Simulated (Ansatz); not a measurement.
# CH₅FO₃Si: up Jacob's ladder to CCSD(T)

The task here is to estimate one member of a computed series from the others.

Method: functionals in def2-TZVPP, the program's frozen cores in correlated methods; program: Ansatz 0.2.0, Gaussian basis.

Levels to be run: PBE-D4, r2SCAN-D4, PBE0-D4, B3LYP-D4, ωB97X-V, ωB97M-V, B2PLYP; CCSD(T)/def2-TZVPP; MP2/def2-QZVPP; extrapolation to the limit.

## Structure used throughout

The geometry comes from an earlier relaxation with PBE0-D4 in a triple-zeta def2 set; it is a stationary point, not always the lowest conformer.

SMILES `OC(O)(O)[SiH2]F`, 11 atoms, charge 0, spin multiplicity 1.

Atoms are counted from 1 here; the program's logs count them from 0.

Bond lengths: O1–C2 1.409 Å, O1–H7 0.963 Å, C2–O3 1.378 Å, C2–O4 1.399 Å, C2–Si5 1.913 Å, O3–H8 0.968 Å, O4–H9 0.963 Å, Si5–F6 1.605 Å, Si5–H10 1.482 Å, Si5–H11 1.479 Å. Angles: C2–O1–H7 108.2°, O1–C2–O3 112.3°, O1–C2–O4 105.4°, O1–C2–Si5 112.0°, O3–C2–O4 108.8°, O3–C2–Si5 108.8°, O4–C2–Si5 109.5°, C2–O3–H8 107.3°, C2–O4–H9 107.5°, C2–Si5–F6 107.8°, C2–Si5–H10 107.9°, C2–Si5–H11 112.2°, F6–Si5–H10 107.9°, F6–Si5–H11 108.9°, H10–Si5–H11 112.0°.

The first run:

File in.yaml:

```yaml
crystal:
  periodic: [false, false, false]
  atoms:
    - {symbol: O, position_ang: [-1.379211, -0.730165, 0.218426]}
    - {symbol: C, position_ang: [0.006303, -0.508664, 0.093656]}
    - {symbol: O, position_ang: [0.576016, -1.296079, -0.882798]}
    - {symbol: O, position_ang: [0.553025, -0.861352, 1.332203]}
    - {symbol: Si, position_ang: [0.407312, 1.324355, -0.281331]}
    - {symbol: F, position_ang: [-0.529088, 1.791327, -1.498505]}
    - {symbol: H, position_ang: [-1.799303, -0.487960, -0.613886]}
    - {symbol: H, position_ang: [0.496631, -2.216234, -0.593371]}
    - {symbol: H, position_ang: [-0.126042, -0.716515, 1.999740]}
    - {symbol: H, position_ang: [0.037132, 2.124955, 0.909718]}
    - {symbol: H, position_ang: [1.822723, 1.519232, -0.663150]}
basis:
  gaussian: {orbitals: def2-TZVPP}
hamiltonian: {xc: pbe, dispersion: d4}
output: {forces: true, orbitals: {seedname: orbitals}}
```

Run with:

```bash
> ansatz run in.yaml --threads 4 --pin off --events-out ev --progress --plain --max-ram 10444MiB
```

Steps of the session up to this table: PBE-D4 (GGA); r2SCAN-D4 (meta-GGA); PBE0-D4 (hybrid); B3LYP-D4 (hybrid); ωB97X-V (range-separated); ωB97M-V (range-separated); B2PLYP (double hybrid); CCSD(T) in def2-TZVPP; MP2 in def2-QZVPP.

One table of the session follows, with a row left open; its other results are not shown here.

| method | atomisation energy (eV) |
| --- | --- |
| PBE-D4 | 44.038 |
| r2SCAN-D4 | ? |
| PBE0-D4 | 42.697 |
| B3LYP-D4 | 42.745 |
| ωB97X-V | 43.153 |
| ωB97M-V | 43.181 |
| B2PLYP | 42.428 |
| HF/def2-TZVPP | 29.257 |
| MP2/def2-TZVPP | 43.121 |
| CCSD/def2-TZVPP | 41.034 |
| CCSD(T)/def2-TZVPP | 41.819 |
| MP2/CBS | 44.517 |
| CCSD(T)/CBS | 43.215 |

Estimate the missing values for r2SCAN-D4.

As computed: atomisation energy (eV): 43.097. In the column «atomisation energy (eV)» it lies between B3LYP-D4 (42.745) and MP2/def2-TZVPP (43.121).
